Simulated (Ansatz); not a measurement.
# GaH2O−: single points off equilibrium

One table from this session's results is given with a row withheld; the runs are named, their logs left out.

Program: Ansatz 0.2.0, Gaussian basis. Level of theory: single points in def2-TZVPPD. These are calculated values, not measurements.

Correlated methods freeze the cores. Filled d shells of the heavier atoms are correlated.

### The starting structure

SMILES `[O-][GaH2]`, 4 atoms, charge -1, spin multiplicity 1.

Atoms are counted from 1 here; the program's logs count them from 0.

Bond lengths: O1–Ga2 1.666 Å, Ga2–H3 1.592 Å, Ga2–H4 1.603 Å. Angles: O1–Ga2–H3 127.7°, O1–Ga2–H4 126.4°, H3–Ga2–H4 105.9°.

Geometry (Å):

```xyz
4
GaH2O
O    -0.95180   -0.49180    1.36010
Ga   -0.04170   -0.02710    0.04460
H    -0.48740    0.01340   -1.48270
H     1.48190    0.47060    0.07130
```

The first run:

run/in.yaml reads:

```yaml
crystal:
  periodic: [false, false, false]
  atoms:
    - {symbol: O, position_ang: [-0.951800, -0.491800, 1.360100]}
    - {symbol: Ga, position_ang: [-0.041700, -0.027100, 0.044600]}
    - {symbol: H, position_ang: [-0.487400, 0.013400, -1.482700]}
    - {symbol: H, position_ang: [1.481900, 0.470600, 0.071300]}
basis:
  gaussian: {orbitals: "def2-TZVPPD.json"}
total_charge: -1
correlation: {method: ccsd_t}
output: {forces: true}
```

The basis file named in the input lies beside it (Basis Set Exchange, JSON).

No record of the launch command was kept for these runs.

Steps of the session up to this table: CCSD(T)/def2-TZVPPD; PBE0-D4/def2-TZVPPD; wB97M-V/def2-TZVPPD; r2SCAN-D4/def2-TZVPPD; PBE-D4/def2-TZVPPD; SPW92/def2-TZVPPD; CAM-B3LYP-D4/def2-TZVPPD.

One of the session's tables, all rows but one given; the rest of the session is left out.

```
      method  RMS force component (eV/Å)  angle to CCSD(T) forces (°)
     CCSD(T)                       0.858                    reference
     PBE0-D4                       0.664                          5.5
     wB97M-V                       0.695                          1.8
   r2SCAN-D4                       0.708                          1.9
      PBE-D4                           ?                            ?
       SPW92                       0.584                          3.7
CAM-B3LYP-D4                       0.634                          2.3
```

**Question.** Estimate the row for PBE-D4.

The run gave: RMS force component (eV/Å): 0.908; angle to CCSD(T) forces (°): 4.9. In the column «RMS force component (eV/Å)» it is the highest.
